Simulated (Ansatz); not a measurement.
# C2H6FNOSi: up Jacob's ladder to CCSD(T)

Aim: compute C2H6FNOSi with functionals from several rungs and with coupled cluster. The yardstick is the atomisation energy at the CCSD(T) limit.

Program: Ansatz 0.2.0, Gaussian basis. Level of theory: functionals in def2-TZVPP, the program's frozen cores in correlated methods. These are calculated values, not measurements.

Levels to be run: PBE-D4, r2SCAN-D4, PBE0-D4, B3LYP-D4, ωB97X-V, ωB97M-V, B2PLYP; CCSD(T)/def2-TZVPP; MP2/def2-QZVPP; extrapolation to the limit.

**1. The relaxed structure**

An earlier PBE0-D4 in a triple-zeta def2 set relaxation fixed the geometry.

SMILES `N[Si]1(F)COC1`, 12 atoms, charge 0, spin multiplicity 1.

Atoms are counted from 1 here; the program's logs count them from 0.

Bond lengths: N1–Si2 1.692 Å, N1–H7 1.006 Å, N1–H8 1.005 Å, Si2–F3 1.599 Å, Si2–C4 1.877 Å, Si2–C6 1.880 Å, C4–O5 1.444 Å, C4–H9 1.097 Å, C4–H10 1.094 Å, O5–C6 1.445 Å, C6–H11 1.094 Å, C6–H12 1.097 Å. Angles: Si2–N1–H7 122.1°, Si2–N1–H8 124.3°, H7–N1–H8 113.2°, N1–Si2–F3 104.1°, N1–Si2–C4 122.4°, N1–Si2–C6 124.5°, F3–Si2–C4 115.4°, F3–Si2–C6 113.9°, C4–Si2–C6 75.2°, Si2–C4–O5 89.6°, Si2–C4–H9 116.9°, Si2–C4–H10 118.8°, O5–C4–H9 111.0°, O5–C4–H10 110.7°, H9–C4–H10 108.4°, C4–O5–C6 105.1°, Si2–C6–O5 89.4°, Si2–C6–H11 118.8° and more.

**2. PBE-D4 (GGA)**

Input file in.yaml:

```yaml
crystal:
  periodic: [false, false, false]
  atoms:
    - {symbol: N, position_ang: [-0.939765, -0.746619, 1.589168]}
    - {symbol: Si, position_ang: [0.228981, -0.424787, 0.408244]}
    - {symbol: F, position_ang: [1.463826, -1.353764, 0.817518]}
    - {symbol: C, position_ang: [0.675269, 1.321481, -0.115364]}
    - {symbol: O, position_ang: [0.446051, 0.954891, -1.493054]}
    - {symbol: C, position_ang: [-0.109968, -0.377360, -1.439902]}
    - {symbol: H, position_ang: [-0.833690, -1.489904, 2.258009]}
    - {symbol: H, position_ang: [-1.837973, -0.298988, 1.634102]}
    - {symbol: H, position_ang: [-0.005176, 2.123099, 0.197078]}
    - {symbol: H, position_ang: [1.703378, 1.667176, 0.027431]}
    - {symbol: H, position_ang: [0.446510, -1.054096, -2.095088]}
    - {symbol: H, position_ang: [-1.160643, -0.376426, -1.754142]}
basis:
  gaussian: {orbitals: def2-TZVPP}
hamiltonian: {xc: pbe, dispersion: d4}
output: {forces: true, orbitals: {seedname: orbitals}}
```

On the command line:

```bash
ansatz run in.yaml --threads 4 --pin off --events-out ev --progress --plain --max-ram 10444MiB
```

Further steps of the session: r2SCAN-D4 (meta-GGA); PBE0-D4 (hybrid); B3LYP-D4 (hybrid); ωB97X-V (range-separated); ωB97M-V (range-separated); B2PLYP (double hybrid); CCSD(T) in def2-TZVPP; MP2 in def2-QZVPP.

**Question.** What will the summary of the whole plan be? Wanted: atomisation energy, CCSD(T)/CBS; farthest; mean size of error, hybrid; mean size of error, range-separated; gap, smallest and largest; T1 diagnostic; triples share of the correlation energy.

As calculated:

| quantity | value |
| --- | --- |
| atomisation energy, CCSD(T)/CBS | 4707.8 kJ/mol |
| functionals within 23.5 kJ/mol (0.5 %) | r2SCAN-D4, PBE0-D4, B3LYP-D4, ωB97X-V, ωB97M-V |
| farthest | PBE-D4 (+108.5 kJ/mol) |
| mean size of error, hybrid | 7.0 kJ/mol |
| mean size of error, range-separated | 17.6 kJ/mol |
| gap, smallest and largest | 5.62 eV (PBE-D4), 12.35 eV (ωB97X-V) |
| T1 diagnostic | 0.0115 |
| triples share of the correlation energy | 3.7 % |

PBE-D4 misses by +108.5 kJ/mol. Double hybrids carry the basis error of their MP2 part in triple zeta, and no dispersion term here, so their miss is partly the set-up's. The reference freezes the cores and leaves out relativity and excitations past (T), so misses under about 23.5 kJ/mol can't be ranked. Hartree-Fock recovers 70 % of the binding; the rest is correlation. Orbital gaps span 5.6 to 12.3 eV; exact exchange widens them.
